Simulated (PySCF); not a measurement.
**Pb(OCH3)4: forces at shaken geometries**

Aim: move all atoms of relaxed Pb(OCH3)4 at random and read energies and forces. It is a constructed species; whether it can be made isn't addressed.

Computed with PySCF 2.14.0. Level: PBE0, Pb def2-SVP with ECP60, O def2-SVP, C def2-SVP, H def2-SVP; scalar-relativistic core potentials, no spin–orbit coupling.

3 further runs of the same task are left out: 2 for a known fault of the program, 1 that didn't finish. Runs told in other sessions of the task aren't counted.

### Step 1. The starting structure

21 atoms, charge 0, spin multiplicity 1.

Bond lengths: Pb1–O2 2.108 Å, Pb1–O7 2.108 Å, Pb1–O12 2.108 Å, Pb1–O17 2.108 Å, O2–C3 1.401 Å, C3–H4 1.106 Å, C3–H5 1.106 Å, C3–H6 1.100 Å, O7–C8 1.401 Å, C8–H9 1.106 Å, C8–H10 1.106 Å, C8–H11 1.100 Å, O12–C13 1.401 Å, C13–H14 1.106 Å, C13–H15 1.106 Å, C13–H16 1.100 Å, O17–C18 1.401 Å, C18–H19 1.106 Å and more. Angles: O2–Pb1–O7 90.0°, O2–Pb1–O12 180.0°, O2–Pb1–O17 90.0°, O7–Pb1–O12 90.0°, O7–Pb1–O17 180.0°, O12–Pb1–O17 90.0°, Pb1–O2–C3 124.0°, O2–C3–H4 109.7°, O2–C3–H5 109.7°, O2–C3–H6 113.4°, H4–C3–H5 107.9°, H4–C3–H6 108.0°, H5–C3–H6 108.0°, Pb1–O7–C8 124.0°, O7–C8–H9 109.7°, O7–C8–H10 109.7°, O7–C8–H11 113.4°, H9–C8–H10 107.9° and more.

As a file:

```
Pb    0.0000    0.0000    0.0000
O     1.9337    0.8395    0.0000
C     3.1145    0.0849    0.0000
H     3.7163    0.3345   -0.8943
H     3.7163    0.3345    0.8943
H     2.9398   -1.0011    0.0000
O    -0.8395    1.9337    0.0000
C    -0.0849    3.1145    0.0000
H    -0.3345    3.7163   -0.8943
H    -0.3345    3.7163    0.8943
H     1.0011    2.9398    0.0000
O    -1.9337   -0.8395    0.0000
C    -3.1145   -0.0849    0.0000
H    -3.7163   -0.3345   -0.8943
H    -3.7163   -0.3345    0.8943
H    -2.9398    1.0011    0.0000
O     0.8395   -1.9337    0.0000
C     0.0849   -3.1145    0.0000
H     0.3345   -3.7163   -0.8943
H     0.3345   -3.7163    0.8943
H    -1.0011   -2.9398    0.0000
```

Formal oxidation states: Pb +4. An earlier session relaxed this geometry at PBE0, Pb def2-SVP with ECP60, O def2-SVP, C def2-SVP, H def2-SVP (singlet, point group C4h). Its vibrations showed it to be a saddle point, relaxed within its symmetry.

Its energy there is -652.416608 Eh.

### Step 2. Atoms moved at random, σ = 0.1 Å

run.py (the lines that set the calculation)

```python
mol = gto.M(atom='''
Pb     0.12310     0.18060    -0.03326
O      1.74537     0.64855    -0.05730
C      3.10379     0.06718     0.11791
H      3.65278     0.41701    -0.96319
H      3.75919     0.26336     0.93641
H      3.00114    -0.87358     0.09743
O     -0.78718     1.98162     0.03595
C     -0.15090     3.13864    -0.05620
H     -0.33216     3.77630    -0.93375
H     -0.30589     3.82762     0.84333
H      1.09399     3.02220    -0.04921
O     -1.84184    -1.06444     0.07653
C     -3.24462     0.07658     0.05334
H     -3.71742    -0.41349    -0.96006
H     -3.81365    -0.30938     0.77839
H     -2.83208     0.95522     0.06080
O      0.76519    -2.02282     0.05974
C      0.07752    -3.24671     0.02239
H      0.54391    -3.78289    -0.88002
H      0.25605    -3.80513     0.81314
H     -1.09627    -2.83643     0.03763''',
    basis={'Pb': 'def2-SVP', 'O': 'def2-SVP', 'C': 'def2-SVP', 'H': 'def2-SVP'},
    ecp={'Pb': 'def2-SVP'},
    charge=0, spin=0)
mf = dft.RKS(mol, xc='PBE0')
mf.grids.atom_grid = (50, 194)
mf = mf.density_fit()  # fitting sets: Pb def2-universal-JKFIT, O def2-universal-JKFIT, C def2-universal-JKFIT, H def2-universal-JKFIT
mf.conv_tol = 1e-08; mf.max_cycle = 55
mf.kernel(dm0)  # dm0: the density of the relaxed state
```

Launch:

```
$ OMP_NUM_THREADS=4 python run.py
```

Standard output:

```text
init E= -652.092135471177
  HOMO = -0.318174013078037  LUMO = -0.215759829298637  gap/eV = 2.78683
cycle= 1 E= -652.047465152789  delta_E= 0.0447  |g|= 0.522  |ddm|= 1.34
  HOMO = -0.100846954542771  LUMO = -0.0428216164191006  gap/eV = 1.57895
cycle= 2 E= -651.226026266474  delta_E= 0.821  |g|= 1.88  |ddm|= 2.32
  HOMO = -0.178370291211246  LUMO = -0.0978709829353939  gap/eV = 2.19050
cycle= 3 E= -652.076608524827  delta_E= -0.851  |g|= 0.423  |ddm|=  2.1
  HOMO = -0.217875795607743  LUMO = -0.109619626959265  gap/eV = 2.94580
cycle= 4 E= -652.105802527453  delta_E= -0.0292  |g|= 0.221  |ddm|= 0.659
  HOMO = -0.203516939674854  LUMO = -0.115106485459847  gap/eV = 2.40577
cycle= 5 E= -652.114909993801  delta_E= -0.00911  |g|= 0.0931  |ddm|= 0.314
  HOMO = -0.209251270063236  LUMO = -0.11377588076305  gap/eV = 2.59802
cycle= 6 E= -652.116591695769  delta_E= -0.00168  |g|= 0.0327  |ddm|= 0.108
  HOMO = -0.208434730084249  LUMO = -0.112657310816175  gap/eV = 2.60624
cycle= 7 E= -652.116785281583  delta_E= -0.000194  |g|= 0.0127  |ddm|= 0.0262
  HOMO = -0.208744026772555  LUMO = -0.112898572060121  gap/eV = 2.60809
cycle= 8 E= -652.116814748281  delta_E= -2.95e-05  |g|= 0.00669  |ddm|= 0.011
  HOMO = -0.208814162208392  LUMO = -0.113006909372196  gap/eV = 2.60705
cycle= 9 E= -652.116824770269  delta_E= -1e-05  |g|= 0.00144  |ddm|= 0.00619
  HOMO = -0.208802108807167  LUMO = -0.113015030229917  gap/eV = 2.60650
cycle= 10 E= -652.116825256526  delta_E= -4.86e-07  |g|= 0.00051  |ddm|= 0.00173
  HOMO = -0.208773536000663  LUMO = -0.112983955969945  gap/eV = 2.60657
cycle= 11 E= -652.116825325869  delta_E= -6.93e-08  |g|= 0.000219  |ddm|= 0.000798
  HOMO = -0.208776062547182  LUMO = -0.11299983338418  gap/eV = 2.60620
cycle= 12 E= -652.116825338299  delta_E= -1.24e-08  |g|= 0.000111  |ddm|= 0.00037
  HOMO = -0.208770851240146  LUMO = -0.11300052837332  gap/eV = 2.60604
cycle= 13 E= -652.116825342142  delta_E= -3.84e-09  |g|= 1.69e-05  |ddm|= 0.000204
  HOMO = -0.208771960576438  LUMO = -0.11300069718515  gap/eV = 2.60607
Extra cycle  E= -652.116825341957  delta_E= 1.85e-10  |g|= 3.76e-05  |ddm|= 5.74e-05
converged SCF energy = -652.116825341957
```

It took 97 s on 4 threads of Intel Xeon Platinum 8488C (Sapphire Rapids), shared host.

Result: E = -652.116825 Eh (+8.157 eV from the relaxed state), HOMO -5.68 eV, LUMO -3.07 eV, Mulliken charge on Pb1 +1.31 e, largest force component 17.977 eV/Å. 

| atom | Fx | Fy | Fz (eV/Å) |
| --- | --- | --- | --- |
| Pb1 | -16.724 | -10.444 | 0.576 |
| O2 | 17.977 | 4.750 | 1.026 |
| C3 | 0.165 | 7.859 | -5.429 |
| H4 | -1.133 | -1.008 | 3.184 |
| H5 | -0.089 | 1.479 | 1.339 |
| H6 | -1.057 | -8.197 | -0.452 |
| O7 | -2.359 | -0.207 | -0.056 |
| C8 | 4.869 | 2.762 | 1.262 |
| H9 | -0.450 | -0.252 | -0.450 |
| H10 | -0.162 | -0.724 | -0.644 |
| H11 | -2.809 | 0.283 | -0.091 |
| O12 | -1.757 | 4.729 | 0.106 |
| C13 | 1.793 | -9.377 | -6.140 |
| H14 | 1.148 | 2.068 | 2.201 |
| H15 | -2.237 | -1.037 | 3.722 |
| H16 | 2.144 | 5.787 | -0.004 |
| O17 | 1.308 | 1.536 | 0.403 |
| C18 | -2.959 | 5.236 | -5.286 |
| H19 | -1.441 | 0.112 | 0.617 |
| H20 | 1.001 | -3.059 | 4.758 |
| H21 | 2.771 | -2.297 | -0.642 |

### Step 3. Atoms moved at random, σ = 0.1 Å

run.py (the lines that set the calculation)

```python
mol = gto.M(atom='''
Pb     0.00973     0.06858    -0.03634
O      1.70742     0.75459     0.07471
C      3.19439     0.12707     0.04010
H      3.80666     0.54658    -0.91804
H      3.58134     0.33884     0.87669
H      2.71940    -1.06267    -0.04203
O     -0.83945     1.86356     0.00611
C     -0.03077     3.24114    -0.05222
H     -0.25240     3.62939    -0.96875
H     -0.44263     3.70326     0.87570
H      1.00131     2.81038    -0.02250
O     -2.05087    -0.93515     0.21887
C     -3.09890    -0.10351    -0.07192
H     -3.54660    -0.22143    -0.82336
H     -3.74308    -0.39069     0.80568
H     -2.97012     1.02739     0.01604
O      0.82649    -1.94679     0.04452
C      0.06219    -3.12264    -0.01430
H      0.40448    -3.76368    -0.94459
H      0.49423    -3.67665     0.95403
H     -0.83282    -2.88756    -0.01838''',
    basis={'Pb': 'def2-SVP', 'O': 'def2-SVP', 'C': 'def2-SVP', 'H': 'def2-SVP'},
    ecp={'Pb': 'def2-SVP'},
    charge=0, spin=0)
mf = dft.RKS(mol, xc='PBE0')
mf.grids.atom_grid = (50, 194)
mf = mf.density_fit()  # fitting sets: Pb def2-universal-JKFIT, O def2-universal-JKFIT, C def2-universal-JKFIT, H def2-universal-JKFIT
mf.conv_tol = 1e-08; mf.max_cycle = 55
mf.kernel(dm0)  # dm0: the density of the relaxed state
```

Launch:

```
$ OMP_NUM_THREADS=4 python run.py
```

Standard output:

```text
init E= -652.101936418841
  HOMO = -0.300077940652041  LUMO = -0.182435447244192  gap/eV = 3.20122
cycle= 1 E= -652.150627161661  delta_E= -0.0487  |g|= 0.356  |ddm|= 1.17
  HOMO = -0.205102231500916  LUMO = -0.0768606138661738  gap/eV = 3.48963
cycle= 2 E= -652.113529508454  delta_E= 0.0371  |g|= 0.56  |ddm|= 0.828
  HOMO = -0.225147967038376  LUMO = -0.100066209973349  gap/eV = 3.40365
cycle= 3 E= -652.175352054859  delta_E= -0.0618  |g|= 0.153  |ddm|= 0.571
  HOMO = -0.236806082488063  LUMO = -0.106753696052195  gap/eV = 3.53891
cycle= 4 E= -652.179668293666  delta_E= -0.00432  |g|= 0.0552  |ddm|= 0.168
  HOMO = -0.234250845156287  LUMO = -0.106396320138622  gap/eV = 3.47910
cycle= 5 E= -652.180242718792  delta_E= -0.000574  |g|= 0.022  |ddm|= 0.0753
  HOMO = -0.234496336536934  LUMO = -0.106325035923479  gap/eV = 3.48772
cycle= 6 E= -652.180327408658  delta_E= -8.47e-05  |g|= 0.0112  |ddm|= 0.0313
  HOMO = -0.234733946577832  LUMO = -0.106217498738289  gap/eV = 3.49711
cycle= 7 E= -652.180352988502  delta_E= -2.56e-05  |g|= 0.00329  |ddm|= 0.014
  HOMO = -0.234594782618977  LUMO = -0.106136328462686  gap/eV = 3.49553
cycle= 8 E= -652.180355806315  delta_E= -2.82e-06  |g|= 0.000955  |ddm|= 0.00426
  HOMO = -0.234621042946839  LUMO = -0.106192955979601  gap/eV = 3.49471
cycle= 9 E= -652.180356011621  delta_E= -2.05e-07  |g|= 0.000629  |ddm|= 0.00178
  HOMO = -0.234641970607263  LUMO = -0.106207159215323  gap/eV = 3.49489
cycle= 10 E= -652.180356108886  delta_E= -9.73e-08  |g|= 0.000189  |ddm|= 0.000802
  HOMO = -0.234624403348849  LUMO = -0.10618539214293  gap/eV = 3.49500
cycle= 11 E= -652.18035612468  delta_E= -1.58e-08  |g|= 3.34e-05  |ddm|= 0.000519
  HOMO = -0.234626826870714  LUMO = -0.106188686386794  gap/eV = 3.49498
cycle= 12 E= -652.180356125475  delta_E= -7.95e-10  |g|= 9.64e-06  |ddm|= 0.000128
  HOMO = -0.234626353643004  LUMO = -0.106187965373561  gap/eV = 3.49499
Extra cycle  E= -652.180356125517  delta_E= -4.25e-11  |g|= 1.14e-05  |ddm|= 3.62e-05
converged SCF energy = -652.180356125517
```

Wall time 30 s (4 threads of Intel Xeon Platinum 8488C (Sapphire Rapids), shared host).

Read off: E = -652.180356 Eh (+6.429 eV from the relaxed state), HOMO -6.38 eV, LUMO -2.89 eV, Mulliken charge on Pb1 +1.22 e, largest force component 13.794 eV/Å. 

| atom | Fx | Fy | Fz (eV/Å) |
| --- | --- | --- | --- |
| Pb1 | -6.720 | -5.990 | -0.391 |
| O2 | 10.026 | 2.733 | 0.347 |
| C3 | -7.553 | -3.899 | -9.502 |
| H4 | -1.673 | -1.039 | 2.278 |
| H5 | 3.425 | 1.876 | 7.250 |
| H6 | 2.471 | 3.090 | 0.111 |
| O7 | -0.206 | 4.301 | -0.293 |
| C8 | -0.309 | -5.767 | 3.499 |
| H9 | -0.892 | 1.746 | -2.703 |
| H10 | 0.687 | 0.356 | -0.815 |
| H11 | -0.284 | 1.248 | 0.333 |
| O12 | 3.053 | 0.687 | -0.905 |
| C13 | 5.148 | 3.157 | 13.794 |
| H14 | -6.849 | -2.596 | -12.469 |
| H15 | -0.686 | 0.675 | -0.663 |
| H16 | 0.415 | -1.168 | 0.151 |
| O17 | 0.173 | 1.010 | -0.480 |
| C18 | 12.254 | -3.377 | 0.664 |
| H19 | -0.899 | 0.960 | 1.452 |
| H20 | -1.702 | 0.346 | -1.815 |
| H21 | -9.879 | 1.652 | 0.157 |

### Step 4. Atoms moved at random, σ = 0.1 Å

run.py (the lines that set the calculation)

```python
mol = gto.M(atom='''
Pb    -0.18315    -0.22717    -0.12329
O      2.08224     0.87512     0.25837
C      2.98510     0.06753    -0.14332
H      3.92187     0.30990    -0.90544
H      3.65869     0.18906     0.94099
H      3.04530    -0.97846    -0.13645
O     -0.58331     1.79733     0.06126
C     -0.21625     3.12646    -0.06104
H     -0.28928     3.63805    -1.01337
H     -0.36329     3.62877     1.07016
H      0.94172     3.08131    -0.11857
O     -1.88995    -0.86337     0.14698
C     -3.04860    -0.06243    -0.01617
H     -3.62961    -0.22544    -0.87842
H     -3.76816    -0.14513     0.99321
H     -3.10834     1.00886     0.04861
O      0.80222    -1.84833     0.05523
C     -0.06627    -2.98184    -0.12055
H      0.45334    -3.75152    -0.81632
H      0.25857    -3.67803     0.71702
H     -1.00284    -2.96067     0.04113''',
    basis={'Pb': 'def2-SVP', 'O': 'def2-SVP', 'C': 'def2-SVP', 'H': 'def2-SVP'},
    ecp={'Pb': 'def2-SVP'},
    charge=0, spin=0)
mf = dft.RKS(mol, xc='PBE0')
mf.grids.atom_grid = (50, 194)
mf = mf.density_fit()  # fitting sets: Pb def2-universal-JKFIT, O def2-universal-JKFIT, C def2-universal-JKFIT, H def2-universal-JKFIT
mf.conv_tol = 1e-08; mf.max_cycle = 55
mf.kernel(dm0)  # dm0: the density of the relaxed state
```

Launch:

```
$ OMP_NUM_THREADS=4 python run.py
```

Standard output:

```text
init E= -652.015935350815
  HOMO = -0.380939235711665  LUMO = -0.278619628957003  gap/eV = 2.78426
cycle= 1 E= -652.077050862974  delta_E= -0.0611  |g|= 0.514  |ddm|= 1.52
  HOMO = -0.0924872576341862  LUMO = -0.0440605248940864  gap/eV = 1.31776
cycle= 2 E= -651.059695692962  delta_E= 1.02  |g|= 1.89  |ddm|= 3.34
  HOMO = -0.173173072746195  LUMO = -0.0995936503750592  gap/eV = 2.00220
cycle= 3 E= -652.088771178803  delta_E= -1.03  |g|= 0.533  |ddm|= 3.15
  HOMO = -0.179256621729536  LUMO = -0.118114765555838  gap/eV = 1.66375
cycle= 4 E= -652.143526097537  delta_E= -0.0548  |g|= 0.278  |ddm|= 1.05
  HOMO = -0.195843660363533  LUMO = -0.126447904295276  gap/eV = 1.88835
cycle= 5 E= -652.159700381592  delta_E= -0.0162  |g|= 0.096  |ddm|= 0.262
  HOMO = -0.19792245055185  LUMO = -0.122649386914517  gap/eV = 2.04828
cycle= 6 E= -652.16147210558  delta_E= -0.00177  |g|= 0.0495  |ddm|= 0.0791
  HOMO = -0.200943102175245  LUMO = -0.122737476955866  gap/eV = 2.12808
cycle= 7 E= -652.162104625619  delta_E= -0.000633  |g|= 0.0159  |ddm|= 0.069
  HOMO = -0.201798479731927  LUMO = -0.12308593419322  gap/eV = 2.14188
cycle= 8 E= -652.162158861591  delta_E= -5.42e-05  |g|= 0.00322  |ddm|= 0.0173
  HOMO = -0.201875803100087  LUMO = -0.123262732981129  gap/eV = 2.13917
cycle= 9 E= -652.162160835286  delta_E= -1.97e-06  |g|= 0.0018  |ddm|= 0.00511
  HOMO = -0.201911400888285  LUMO = -0.12326352269525  gap/eV = 2.14012
cycle= 10 E= -652.162161584248  delta_E= -7.49e-07  |g|= 0.000521  |ddm|= 0.00222
  HOMO = -0.201890962289177  LUMO = -0.123231069340449  gap/eV = 2.14044
cycle= 11 E= -652.162161693479  delta_E= -1.09e-07  |g|= 0.00023  |ddm|= 0.00128
  HOMO = -0.201882943673944  LUMO = -0.123249967522458  gap/eV = 2.13971
cycle= 12 E= -652.162161706666  delta_E= -1.32e-08  |g|= 0.000217  |ddm|= 0.00087
  HOMO = -0.201897489735494  LUMO = -0.123247175478454  gap/eV = 2.14018
cycle= 13 E= -652.162161724807  delta_E= -1.81e-08  |g|= 1.88e-05  |ddm|= 0.000481
  HOMO = -0.20189791091892  LUMO = -0.123246580472586  gap/eV = 2.14021
cycle= 14 E= -652.162161725084  delta_E= -2.77e-10  |g|= 1.03e-05  |ddm|= 8.36e-05
  HOMO = -0.201896729029642  LUMO = -0.123247010452719  gap/eV = 2.14017
Extra cycle  E= -652.162161724918  delta_E= 1.66e-10  |g|= 3e-05  |ddm|= 6.54e-05
converged SCF energy = -652.162161724918
```

Run time: 34 s. Hardware: 4 threads of Intel Xeon Platinum 8488C (Sapphire Rapids), shared host.

It gives: E = -652.162162 Eh (+6.924 eV from the relaxed state), HOMO -5.49 eV, LUMO -3.35 eV, Mulliken charge on Pb1 +1.21 e, largest force component 11.563 eV/Å. 

| atom | Fx | Fy | Fz (eV/Å) |
| --- | --- | --- | --- |
| Pb1 | 6.894 | 8.813 | -1.817 |
| O2 | -4.851 | 0.184 | -1.300 |
| C3 | 8.193 | 1.438 | 2.518 |
| H4 | -2.500 | 0.430 | 0.708 |
| H5 | 0.038 | -0.779 | -2.000 |
| H6 | -1.509 | -2.350 | -0.113 |
| O7 | -2.824 | 0.830 | -0.070 |
| C8 | 4.538 | -1.117 | 3.486 |
| H9 | -1.804 | 0.588 | -0.390 |
| H10 | -0.208 | -0.520 | -3.327 |
| H11 | -0.896 | 0.388 | 0.562 |
| O12 | -7.899 | -0.966 | 0.638 |
| C13 | -2.210 | -0.511 | 4.727 |
| H14 | -0.814 | -1.303 | -1.547 |
| H15 | 1.494 | -0.823 | -2.463 |
| H16 | 1.971 | 1.267 | -0.204 |
| O17 | 0.738 | -4.869 | 0.027 |
| C18 | 11.563 | -4.059 | 0.598 |
| H19 | -1.641 | 1.693 | -0.492 |
| H20 | -0.458 | 0.702 | 0.296 |
| H21 | -7.814 | 0.962 | 0.164 |

### Step 5. Results

| σ (Å) | energy rise (eV) | harmonic estimate −½ F·u (eV) | largest force component (eV/Å) |
| --- | --- | --- | --- |
| 0.1 | 8.157 | 8.586 | 17.98 |
| 0.1 | 6.429 | 6.840 | 13.79 |
| 0.1 | 6.924 | 6.539 | 11.56 |

Every displacement raises the energy. For a harmonic well the rise equals −½ F·u; the two differ by at most 6 % here (a move with σ = 0.1 Å), from anharmonicity, the grid and the small forces left at the relaxed point. The largest moves cost over 1 eV, far outside the harmonic range, so agreement there can come from errors that cancel between squeezed and stretched bonds. The bases are small and lack diffuse functions. Spin–orbit coupling is left out.
